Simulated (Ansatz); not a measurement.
# C8H24O4Si4: the cost of one run

Computed with Ansatz 0.2.0 (DFT B3LYP+D3(BJ), Gaussian basis def2-SVP, and further levels as typed in the inputs, unless a step's input says otherwise).

## Step 1: The structure to begin with

Bond lengths (14 of 40 bonds, heavy atoms first): C1–Si2 1.869 Å, Si2–C3 1.873 Å, Si2–O4 1.734 Å, O4–Si5 1.732 Å, Si5–C6 1.886 Å, Si5–C7 1.866 Å, Si5–O8 1.735 Å, O8–Si9 1.731 Å, Si9–C10 1.869 Å, Si9–C11 1.873 Å, Si9–O12 1.734 Å, O12–Si13 1.732 Å, Si13–C14 1.886 Å, Si13–C15 1.866 Å. Angles (14 of 76 angles, heavy atoms first): C1–Si2–C3 105.2°, C1–Si2–O4 107.1°, C1–Si2–O16 106.3°, C3–Si2–O4 109.8°, C3–Si2–O16 112.1°, O4–Si2–O16 115.6°, Si2–O4–Si5 112.9°, O4–Si5–C6 113.9°, O4–Si5–C7 105.8°, O4–Si5–O8 107.3°, C6–Si5–C7 104.4°, C6–Si5–O8 118.7°, C7–Si5–O8 105.7°, Si5–O8–Si9 114.8°.

Coordinates:

```xyz
40

C    -3.3270   -1.7052    0.8171
Si   -1.7078   -1.4904   -0.0903
C    -1.5045   -3.0513   -1.1056
O    -1.8911   -0.1245   -1.1422
Si   -1.1404    1.3080   -0.5221
C    -1.4272    1.5850    1.3214
C    -2.0130    2.7363   -1.3469
O     0.4856    1.3401   -1.1257
Si    1.7078    1.4904    0.0903
C     3.3270    1.7052   -0.8171
C     1.5045    3.0513    1.1056
O     1.8911    0.1245    1.1422
Si    1.1404   -1.3080    0.5221
C     1.4272   -1.5850   -1.3214
C     2.0130   -2.7363    1.3469
O    -0.4856   -1.3400    1.1257
H    -4.1537   -1.7912    0.0825
H    -3.5108   -0.8341    1.4762
H    -3.2835   -2.6267    1.4332
H    -0.9083   -3.7930   -0.5356
H    -1.0064   -2.8190   -2.0674
H    -2.5037   -3.4791   -1.3266
H    -1.3057    2.6622    1.5516
H    -0.7263    0.9980    1.9446
H    -2.4681    1.3025    1.5735
H    -1.5434    3.6895   -1.0281
H    -3.0833    2.7343   -1.0554
H    -1.9293    2.6336   -2.4482
H     3.5108    0.8341   -1.4762
H     3.2835    2.6267   -1.4332
H     4.1537    1.7912   -0.0825
H     1.0064    2.8190    2.0674
H     2.5037    3.4791    1.3266
H     0.9083    3.7930    0.5356
H     2.4681   -1.3025   -1.5735
H     0.7263   -0.9980   -1.9446
H     1.3057   -2.6622   -1.5516
H     1.5434   -3.6895    1.0281
H     3.0833   -2.7343    1.0554
H     1.9293   -2.6336    2.4482
```

## Step 2: Relaxing the atoms: C8H24O4Si4

input.yaml reads:

```yaml
relax:
  f_tol: 0.002
  max_steps: 200
crystal:
  periodic: [false, false, false]
  atoms:
    - { symbol: C, position_ang: [-3.32699, -1.70521, 0.81713] }
    - { symbol: Si, position_ang: [-1.70781, -1.49038, -0.09034] }
    - { symbol: C, position_ang: [-1.50448, -3.05128, -1.10561] }
    - { symbol: O, position_ang: [-1.89113, -0.12448, -1.1422] }
    - { symbol: Si, position_ang: [-1.14039, 1.30804, -0.52205] }
    - { symbol: C, position_ang: [-1.42724, 1.58497, 1.32137] }
    - { symbol: C, position_ang: [-2.01301, 2.73627, -1.34694] }
    - { symbol: O, position_ang: [0.48557, 1.34006, -1.12573] }
    - { symbol: Si, position_ang: [1.70781, 1.49039, 0.09035] }
    - { symbol: C, position_ang: [3.32699, 1.70521, -0.81713] }
    - { symbol: C, position_ang: [1.50448, 3.05127, 1.10561] }
    - { symbol: O, position_ang: [1.89113, 0.12447, 1.1422] }
    - { symbol: Si, position_ang: [1.14039, -1.30804, 0.52205] }
    - { symbol: C, position_ang: [1.42724, -1.58497, -1.32137] }
    - { symbol: C, position_ang: [2.01301, -2.73627, 1.34693] }
    - { symbol: O, position_ang: [-0.48557, -1.34005, 1.12573] }
    - { symbol: H, position_ang: [-4.15366, -1.79124, 0.08249] }
    - { symbol: H, position_ang: [-3.51083, -0.83408, 1.47623] }
    - { symbol: H, position_ang: [-3.28353, -2.62668, 1.43319] }
    - { symbol: H, position_ang: [-0.90827, -3.793, -0.53557] }
    - { symbol: H, position_ang: [-1.00637, -2.81903, -2.06738] }
    - { symbol: H, position_ang: [-2.50371, -3.47911, -1.32657] }
    - { symbol: H, position_ang: [-1.3057, 2.66219, 1.55162] }
    - { symbol: H, position_ang: [-0.72633, 0.99797, 1.94463] }
    - { symbol: H, position_ang: [-2.4681, 1.30249, 1.57351] }
    - { symbol: H, position_ang: [-1.5434, 3.68947, -1.02813] }
    - { symbol: H, position_ang: [-3.08334, 2.73429, -1.05535] }
    - { symbol: H, position_ang: [-1.92932, 2.63358, -2.44824] }
    - { symbol: H, position_ang: [3.51084, 0.83408, -1.47622] }
    - { symbol: H, position_ang: [3.28353, 2.62669, -1.43318] }
    - { symbol: H, position_ang: [4.15366, 1.79124, -0.08249] }
    - { symbol: H, position_ang: [1.00637, 2.81903, 2.06739] }
    - { symbol: H, position_ang: [2.50371, 3.47911, 1.32658] }
    - { symbol: H, position_ang: [0.90826, 3.793, 0.53557] }
    - { symbol: H, position_ang: [2.4681, -1.30249, -1.57351] }
    - { symbol: H, position_ang: [0.72632, -0.99796, -1.94464] }
    - { symbol: H, position_ang: [1.3057, -2.66219, -1.55163] }
    - { symbol: H, position_ang: [1.54341, -3.68947, 1.02811] }
    - { symbol: H, position_ang: [3.08334, -2.73428, 1.05536] }
    - { symbol: H, position_ang: [1.92931, -2.63359, 2.44824] }
basis:
  gaussian: { orbitals: def2-SVP }
hamiltonian:
  xc: { name: B3LYP }
  dispersion: d3bj
```

Command:

```sh
$ ansatz run input.yaml --threads 8 --pin off --max-ram 20480MiB --backend cpu --events-out ev --progress --plain --runs-dir out
```

What time and memory should one allow on 8 threads of AMD EPYC 7R43 (Zen 3), shared host?

About 4.6 min, with a peak of 3 GiB.
